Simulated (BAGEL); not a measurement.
**GaHSCl2 (SMILES [SH][Ga]([Cl])[Cl]): HF/3-21G (density fitting with qzvpp-jkfit)**

What is the electronic atomisation energy of GaHSCl2 at HF/3-21G (density fitting with qzvpp-jkfit)? 

The calculation is run with BAGEL 1.2.2.

17 further runs of the same task are left out: 1 that didn't finish, 16 set aside as unsound or not needed.

## 1. The structure to begin with

The species is GaHSCl2 (5 atoms), meant as a singlet with charge 0. As SMILES, `[SH][Ga]([Cl])[Cl]`. Geometry: relaxed at PBE0-D4/def2-TZVP.

Bond lengths: S1–Ga2 2.175 Å, Ga2–Cl3 2.121 Å, Ga2–Cl4 2.126 Å, S1–H5 1.345 Å. Angles: S1–Ga2–Cl3 120.2°, S1–Ga2–Cl4 121.4°, Cl3–Ga2–Cl4 118.4°, Ga2–S1–H5 92.3°.

## 2. A single-point energy at HF/3-21G (density fitting with qzvpp-jkfit)

Input file input.json:

```json
{ "bagel": [

{
  "title": "molecule",
  "basis": "3-21g",
  "df_basis": "qzvpp-jkfit",
  "angstrom": true,
  "geometry": [
    { "atom": "S", "xyz": [       0.072700,       1.687100,       0.391900 ] },
    { "atom": "Ga", "xyz": [       0.276600,      -0.453100,       0.065500 ] },
    { "atom": "Cl", "xyz": [       1.930400,      -1.504800,       0.876600 ] },
    { "atom": "Cl", "xyz": [      -1.158100,      -1.543300,      -1.063000 ] },
    { "atom": "H", "xyz": [      -1.071600,       1.740400,      -0.312400 ] }
  ]
},

{ "title": "hf" },

{ "title": "print", "file": "orbitals.molden", "orbitals": true }

]}
```

Run with:

```
$ BAGEL_NUM_THREADS=1 BAGEL input.json > input.out
```

The log of the run:

```text
* using 1 threads per process

  ===============================================================
  ===============================================================

  *** Geometry ***

  { "atom" : "S", "xyz" : [      0.137383,      3.188157,      0.740584 ] },
  { "atom" : "Ga", "xyz" : [      0.522698,     -0.856235,      0.123777 ] },
  { "atom" : "Cl", "xyz" : [      3.647927,     -2.843660,      1.656534 ] },
  { "atom" : "Cl", "xyz" : [     -2.188492,     -2.916414,     -2.008779 ] },
  { "atom" : "H", "xyz" : [     -2.025031,      3.288879,     -0.590350 ] },

  Number of auxiliary basis functions:      668

  Since a DF basis is specified, we compute 2- and 3-index integrals:
    o Being stored without compression. Storage requirement is 0.021 GB

  Number of basis functions:       63
  Number of electrons      :       82

    * METHOD: MOLECULE                             0.28

  *** RHF ***

  === Nuclear Repulsion ===
   519.5328036978

      * DIIS with orbital gradients will be used.

  === RHF iteration (3-21g) ===
      0      -3224.66613849          0.00860315           0.11
      1      -3224.73197597          0.00285278           0.10
      2      -3224.73893312          0.00049462           0.10
      3      -3224.73929197          0.00009306           0.11
      4      -3224.73930856          0.00002515           0.10
      5      -3224.73930965          0.00000923           0.11
      6      -3224.73930980          0.00000210           0.10
      7      -3224.73930981          0.00000052           0.10
      8      -3224.73930981          0.00000014           0.11
      9      -3224.73930981          0.00000005           0.13
     10      -3224.73930981          0.00000001           0.11
     11      -3224.73930981          0.00000000           0.12
    * SCF iteration converged.

    * Permanent dipole moment:
           (    0.482043,    -0.511815,     0.192786) a.u.

    * METHOD: HF                                   1.49

    * METHOD: PRINT                                0.01

  ===============================================================
```

It took 2.2 s on 1 thread of Intel Xeon 6975P-C (Granite Rapids), shared host; peak memory 0.14 GiB.

## 3. The Cl atom

Input file job.json:

```json
{ "bagel": [

{
  "title": "molecule",
  "basis": "3-21g",
  "df_basis": "qzvpp-jkfit",
  "angstrom": true,
  "geometry": [
    { "atom": "Cl", "xyz": [    0.000000,    0.000000,    0.000000 ] }
  ]
},
{
  "title": "uhf",
  "nopen": 1
},
{
  "title": "print",
  "file": "orbitals.molden",
  "orbitals": true
}

]}
```

Run the same way, it converges to -457.27650 Eh (log not shown).

## 4. The Ga atom

Changes to job.json since step 3:

```diff
@@ -8,5 +8,6 @@
   "geometry": [
-    { "atom": "Cl", "xyz": [    0.000000,    0.000000,    0.000000 ] }
+    { "atom": "Ga", "xyz": [       0.000000,       0.000000,       0.000000 ] }
   ]
 },
+
 {
@@ -15,2 +16,3 @@
 },
+
 {
```

Run the same way, it converges to -1913.78932 Eh (log not shown).

## 5. The H atom, same level

Input file hf.json:

```json
{ "bagel": [

{
  "title": "molecule",
  "basis": "3-21g",
  "df_basis": "qzvpp-jkfit",
  "angstrom": true,
  "geometry": [
    { "atom": "H", "xyz": [    0.000000,    0.000000,    0.000000 ] }
  ]
},
{ "title": "uhf", "nopen": 1 },
{ "title": "print", "file": "orbitals.molden", "orbitals": true }

]}
```

Run the same way, it converges to -0.49620 Eh (log not shown).

## 6. The S atom at the same level

Input file calc.json:

```json
{ "bagel" : [

{
  "title" : "molecule",
  "basis" : "3-21g",
  "df_basis" : "qzvpp-jkfit",
  "angstrom" : true,
  "geometry" : [
    { "atom" : "S", "xyz" : [    0.000000,    0.000000,    0.000000 ] }
  ]
},
{
  "title" : "uhf",
  "nopen" : 2
},
{
  "title" : "print",
  "file" : "orbitals.molden",
  "orbitals" : true
}

]}
```

Run the same way, it converges to -395.55134 Eh (log not shown).

## 7. What came out

Level: HF/3-21G (density fitting with qzvpp-jkfit).

| quantity | value |
| --- | --- |
| molecule: total energy | -3224.73931 Eh |
| molecule: dipole moment | 1.85 D |
| molecule: HOMO energy | -11.63 eV |
| molecule: LUMO energy | 1.14 eV |
| molecule: HOMO–LUMO gap | 12.77 eV |
| Cl atom: total energy | -457.27650 Eh |
| Cl atom: dipole moment | 0.00 D |
| Cl atom: ⟨S²⟩ | 0.750 |
| Ga atom: total energy | -1913.78932 Eh |
| Ga atom: dipole moment | 0.00 D |
| Ga atom: ⟨S²⟩ | 0.750 |
| H atom: total energy | -0.49620 Eh |
| H atom: dipole moment | 0.00 D |
| H atom: ⟨S²⟩ | 0.750 |
| S atom: total energy | -395.55134 Eh |
| S atom: dipole moment | 0.00 D |
| S atom: ⟨S²⟩ | 2.001 |
| electronic atomisation energy | 9.509 eV |

**Reading.** Taking the molecule apart into free atoms costs 9.51 eV (917 kJ/mol), before zero-point energy and without spin-orbit coupling. Hartree–Fock lacks the correlation of the bonding pairs, which as a rule makes this value much too low; in minimal bases other errors can mask that. The basis has no polarisation functions, which makes bonds too weak.
